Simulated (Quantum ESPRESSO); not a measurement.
# IrRu under changes of volume

One of the cells (13.924 Å³/atom); the others are scaled copies at fixed shape and fractional positions:

```
Ir Ru
1.0
     2.72491    0.00000    0.00000
    -1.36246    2.35984    0.00000
     0.00000    0.00000    4.33070
Ir Ru
1 1
Cartesian
  0.0000 0.0000 2.1653
  1.3625 0.7866 0.0000
```

The cell comes from a database or a generator and needn't be the stable form of this composition.

| Item | Value |
| --- | --- |
| Program | Quantum ESPRESSO 7.5 |
| Functional | r2SCAN |
| Potentials or basis | SG15 PBE 1.2 |
| Cutoff | 952 eV |
| Density cutoff | 3810 eV |
| k mesh | 7 × 7 × 4 |
| Occupations | fermi-dirac, width 0.05 eV |
| Spin | no spin polarisation |

```tsv
volume (Å³/atom)	energy over the lowest point (meV/atom)	pressure (GPa)
13.089	?	?
13.367	14.59	12.5
13.645	0.41	4.1
13.924	0.00	-3.4
14.202	11.80	-10.0
14.481	34.44	-15.9
14.759	66.67	-21.0
```

Question: What does the run at 13.089 Å³/atom give?

Answer: Energy over the lowest point 44.29 meV/atom; pressure 21.9 GPa.

Worked out: A Birch-Murnaghan fit of order 3 (a polynomial in V^(-2/3)) to the other rows has its minimum at 13.79 Å³/atom with B0 = V·E''(V) = 368 GPa and B' = 4.9 at fixed shape and positions, which overstates the stiffness. It gives 44.22 meV/atom at 13.089 Å³/atom, against the run's 44.29, and -dE/dV = 21.9 GPa, against 21.9.

Energies are extrapolated to zero smearing.

Caveats: all runs use coarse meshes; the potentials were made for another functional, which shifts forces and pressure.
